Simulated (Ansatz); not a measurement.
This script for the Ansatz DFT code, driven from Python starts 4 runs on CH5GeNS2, SMILES NC1[S][GeH2][S]1. What input does the engine get in each?

Script `run_disp.py`:
```python
import ansatz as az
from ase import Atoms

atoms = Atoms(["N", "C", "S", "Ge", "S", "H", "H", "H", "H", "H"], positions=[
    (-0.951, 1.4801, 0.2713),
    (-0.7558, 0.0859, 0.2466),
    (-0.3284, -0.4537, -1.47),
    (1.64, -1.0738, -0.4928),
    (0.6717, -0.3198, 1.3363),
    (-1.827, 1.7286, -0.3531),
    (-1.2569, 1.7952, 1.2335),
    (-1.6167, -0.4474, 0.5791),
    (2.784, -0.2211, -0.9072),
    (1.7233, -2.6252, -0.4407),
])
mol = az.Crystal.molecule_from_ase(atoms)

base = mol.calculation().basis(gaussian="def2-SVP")
for name in ["blyp", "b3lyp"]:
    for correction in ("d3bj", "d4"):
        report = base.functional(name, dispersion=correction).run(threads=1, backend="cpu").report
        print(f"{name:8s} {correction:5s} total {report['free_energy_ev']:.5f} eV, of which dispersion {1000 * report['dispersion']['energy']['ev']:.2f} meV")
```

Run 1:
```yaml
crystal:
  periodic: [false, false, false]
  atoms:
    - { symbol: "N", position_ang: [-0.951, 1.4801, 0.2713] }
    - { symbol: C, position_ang: [-0.7558, 0.0859, 0.2466] }
    - { symbol: S, position_ang: [-0.3284, -0.4537, -1.47] }
    - { symbol: Ge, position_ang: [1.64, -1.0738, -0.4928] }
    - { symbol: S, position_ang: [0.6717, -0.3198, 1.3363] }
    - { symbol: H, position_ang: [-1.827, 1.7286, -0.3531] }
    - { symbol: H, position_ang: [-1.2569, 1.7952, 1.2335] }
    - { symbol: H, position_ang: [-1.6167, -0.4474, 0.5791] }
    - { symbol: H, position_ang: [2.784, -0.2211, -0.9072] }
    - { symbol: H, position_ang: [1.7233, -2.6252, -0.4407] }
basis:
  gaussian:
    orbitals: def2-SVP
hamiltonian:
  xc: blyp
  dispersion: d3bj
```

Run 2, against run 1:
```diff
-  dispersion: d3bj
+  dispersion: d4
```

Run 3, against run 1:
```diff
-  xc: blyp
+  xc: b3lyp
```

Run 4, against run 1:
```diff
-  xc: blyp
-  dispersion: d3bj
+  xc: b3lyp
+  dispersion: d4
```

`python run_disp.py` gives:
```text
blyp     d3bj  total -80782.23530 eV, of which dispersion -712.97 meV
blyp     d4    total -80782.23909 eV, of which dispersion -716.77 meV
b3lyp    d3bj  total -80784.23863 eV, of which dispersion -591.35 meV
b3lyp    d4    total -80784.18318 eV, of which dispersion -535.90 meV
```

Caveats:
- Total energies depend on the basis set; only differences at equal settings carry meaning.
- The geometry is a force-field or estimated start, not a minimum of this method, and the basis set is short of its limit. D4 holds the three-body term, and d3bj doesn't.
- b3lyp holds the VWN-RPA fit, as in Gaussian; the form of ORCA and Turbomole is b3lyp5.
- Hardware and time: 22 s on 1 thread of Arm Neoverse V1 (shared host), peak memory 0.37 GiB.
